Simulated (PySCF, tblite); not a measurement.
# C7H13B: geometry, infrared bands and NMR shifts

Aim: predict the infrared bands and NMR shifts of C7H13B (`C=CC(=C)CB(C)C`).

Programs: tblite 0.8.0 and PySCF 2.14.0, with density-fitted response routines of our own. Each step states its level of theory. These are calculated values for one molecule in the gas phase, unless marked as measured. Atoms count from 0, in the outputs and in this text.

## 1. The molecule as given

21 atoms, charge 0, multiplicity 1; geometry from: force field or distance geometry start.

Bonds of the start (Å): C0–C1 1.33, C1–C2 1.51, C2–C3 1.33, C2–C4 1.51, C4–B5 1.60, B5–C6 1.59, B5–C7 1.60, C0–H8 1.08, C0–H9 1.09, C1–H10 1.08, C3–H11 1.09, C3–H12 1.07, C4–H13 1.10, C4–H14 1.12, C6–H15 1.10, C6–H16 1.11, C6–H17 1.11, C7–H18 1.11, C7–H19 1.11, C7–H20 1.10.

## 2. Optimising the geometry with GFN2-xTB

Job settings and geometry (Å):

```
{"job": {"kind": "relax", "xc": "GFN2-xTB", "basis": "xTB"}, "charge": 0, "multiplicity": 1}
C     -1.878500     1.530500    -0.895300
C     -2.008700     0.212500    -0.988300
C     -1.231800    -0.751900    -0.130000
C     -1.369300    -2.050700    -0.383500
C     -0.305700    -0.288600     0.969400
B      1.113700     0.136500     0.361100
C      2.008000    -0.934100    -0.409300
C      1.688900     1.615600     0.584600
H     -1.211200     2.009800    -0.196300
H     -2.479200     2.163900    -1.543300
H     -2.696200    -0.187800    -1.718500
H     -0.821000    -2.793100     0.204400
H     -2.025400    -2.422300    -1.149100
H     -0.133500    -1.096500     1.703300
H     -0.763000     0.564800     1.523600
H      2.971500    -0.486000    -0.700100
H      2.204500    -1.797500     0.266000
H      1.467300    -1.292900    -1.309900
H      1.849400     2.092100    -0.400900
H      0.970200     2.225800     1.169300
H      2.641100     1.566800     1.135500
```

On the command line:

```
> OMP_NUM_THREADS=1 python probes_run.py task.json out
```

The driver reads the jobs from task.json and runs them one after another.

**Question.** This job is followed by: GFN2-xTB harmonic vibrations, gas phase; GIAO PBE0/pcSseg-1 NMR shielding, non-relativistic, gas phase. Predict these results of the whole session: strongest single infrared mode (GFN2-xTB); zero-point energy (GFN2-xTB); 13C shifts against TMS (PBE0/pcSseg-1, means over atoms taken as alike); 1H shifts against TMS (PBE0/pcSseg-1, means over atoms taken as alike); 11B shifts against BF3·OEt2 (PBE0/pcSseg-1); surface potential, 1st and 99th percentile.

**Answer**, as computed:

| quantity | value |
| --- | --- |
| strongest single infrared mode (GFN2-xTB) | 1172 cm⁻¹, 195 km/mol |
| zero-point energy (GFN2-xTB) | 111.4 kcal/mol |
| 13C shifts against TMS (PBE0/pcSseg-1, means over atoms taken as alike) | 157.0, 148.8, 123.7, 120.3, 41.4, 14.1 ppm |
| 1H shifts against TMS (PBE0/pcSseg-1, means over atoms taken as alike) | 6.77, 5.37, 5.29, 5.28, 4.56, 2.31, 0.87 ppm |
| 11B shifts against BF3·OEt2 (PBE0/pcSseg-1) | 89.6 ppm |
| surface potential, 1st and 99th percentile | -0.70 V and 0.82 V |

Over 141 steps the energy fell by 0.254 eV; of the close pairs, C1–C2 changed most, 1.507 to 1.458 Å. All 57 modes are real, so the xTB geometry is a minimum. The strongest single mode, at 1172 cm⁻¹, moves mainly B5. GFN2-xTB is a fitted tight-binding method: band positions and strengths are rough. Its intensities can rank the bands wrongly. H10 (hydrogen on an alkene CH) lies farthest downfield among hydrogen, at 6.77 ppm; olefinic region. At PBE0/pcSseg-1: The widest tensor belongs to C2: span 245 ppm, with a paramagnetic part of -230 ppm. By nearest atom (PBE0/pcSseg-1), the HOMO sits on C3 30 %; C0, C2 about 18 % each and the LUMO on C0, C3 about 21 % each; C1, C2 about 15 % each.
